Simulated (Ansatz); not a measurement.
**C2H6Ga radical: up Jacob's ladder to CCSD(T)**

An exercise on one series of results from a longer session: the logs are not shown, and one member is left open.

Program: Ansatz 0.2.0, Gaussian basis. Level of theory: functionals in def2-TZVPP, the program's frozen cores in correlated methods. These are calculated values, not measurements.

Plan: LDA (SPW92), PBE-D4, revPBE-D4, BLYP-D4, r2SCAN-D4, B97M-V, PBE0-D4, B3LYP-D4, r2SCANh-D4, r2SCAN0-D4, HSE06-D4, BHLYP-D4, CAM-B3LYP-D4, LC-ωPBE, ωB97X-V, ωB97M-V, B2PLYP, PBE-QIDH; CCSD(T)/def2-SVP; CCSD(T)/def2-TZVPP; MP2/def2-QZVPP; extrapolation to the limit; RPA on PBE.

### Structure used throughout

The geometry comes from an earlier relaxation with PBE0-D4 in a triple-zeta def2 set; it is a stationary point, not always the lowest conformer.

SMILES `[CH3][Ga][CH3]`, 9 atoms, charge 0, spin multiplicity 2.

Atoms are counted from 1 here; the program's logs count them from 0.

Bond lengths: C1–Ga2 1.998 Å, C1–H4 1.095 Å, C1–H5 1.089 Å, C1–H6 1.095 Å, Ga2–C3 1.998 Å, C3–H7 1.094 Å, C3–H8 1.089 Å, C3–H9 1.095 Å. Angles: Ga2–C1–H4 108.8°, Ga2–C1–H5 113.2°, Ga2–C1–H6 108.7°, H4–C1–H5 109.1°, H4–C1–H6 107.9°, H5–C1–H6 109.0°, C1–Ga2–C3 118.0°, Ga2–C3–H7 109.0°, Ga2–C3–H8 113.2°, Ga2–C3–H9 108.6°, H7–C3–H8 109.2°, H7–C3–H9 107.9°, H8–C3–H9 108.9°.

The first run:

Input file in.yaml:

```yaml
crystal:
  periodic: [false, false, false]
  atoms:
    - {symbol: C, position_ang: [-0.788115, 1.168834, -0.960843]}
    - {symbol: Ga, position_ang: [0.921573, 0.259054, -0.470737]}
    - {symbol: C, position_ang: [0.859088, -1.167050, 0.926882]}
    - {symbol: H, position_ang: [-1.511231, 0.412868, -1.282879]}
    - {symbol: H, position_ang: [-0.669704, 1.908717, -1.751084]}
    - {symbol: H, position_ang: [-1.190969, 1.661004, -0.069822]}
    - {symbol: H, position_ang: [0.112838, -1.914398, 0.639701]}
    - {symbol: H, position_ang: [1.818153, -1.659508, 1.080685]}
    - {symbol: H, position_ang: [0.536868, -0.715820, 1.870896]}
basis:
  gaussian: {orbitals: def2-TZVPP}
magnetization: {spin_polarized: true, initial_magnetization: 1}
hamiltonian: {xc: lda}
output: {orbitals: {seedname: orbitals}}
```

Launch:

```sh
> ansatz run in.yaml --threads 4 --pin off --events-out ev --progress --plain --max-ram 10444MiB
```

Among the steps run: LDA; PBE-D4 (GGA); revPBE-D4 (GGA); BLYP-D4 (GGA); r2SCAN-D4 (meta-GGA); B97M-V (meta-GGA); PBE0-D4 (hybrid); B3LYP-D4 (hybrid); r2SCANh-D4 (hybrid); r2SCAN0-D4 (hybrid); HSE06-D4 (hybrid); BHLYP-D4 (hybrid); CAM-B3LYP-D4 (range-separated); LC-ωPBE (range-separated); ωB97X-V (range-separated); ωB97M-V (range-separated); B2PLYP (double hybrid); PBE-QIDH (double hybrid).

One table of the session follows, with a row left open; its other results are not shown here.

It belongs to the step «Orbital energies across the functionals». 

```
  functional  HOMO (eV)  LUMO (eV)  gap (eV)
 LDA (SPW92)      -3.97      -3.08      0.89
      PBE-D4      -3.93      -2.75      1.18
   revPBE-D4      -3.90      -2.63      1.28
     BLYP-D4      -3.75      -2.82      0.93
   r2SCAN-D4      -4.25      -2.37      1.87
      B97M-V      -4.03      -3.01      1.02
     PBE0-D4      -4.94      -1.85      3.08
    B3LYP-D4      -4.70      -2.29      2.41
  r2SCANh-D4      -4.61      -2.08      2.54
  r2SCAN0-D4      -5.17      -1.65      3.52
    HSE06-D4      -4.54      -2.23      2.32
    BHLYP-D4          ?          ?         ?
CAM-B3LYP-D4      -6.12      -1.06      5.06
     LC-ωPBE      -7.48       0.38      7.86
     ωB97X-V      -7.00      -0.03      6.97
     ωB97M-V      -6.88      -0.21      6.67
```

Estimate the missing values for BHLYP-D4.

Worked estimate for «HOMO (eV)». Against the share of exact exchange, BLYP-D4 (0, -3.75), B3LYP-D4 (0.2, -4.70) give a slope of -4.75 per unit share; at 0.5 the line stands at -6.12.

**Answer.** HOMO (eV): -5.77; LUMO (eV): -1.16; gap (eV): 4.61. In «HOMO (eV)» the line misses by -0.35.
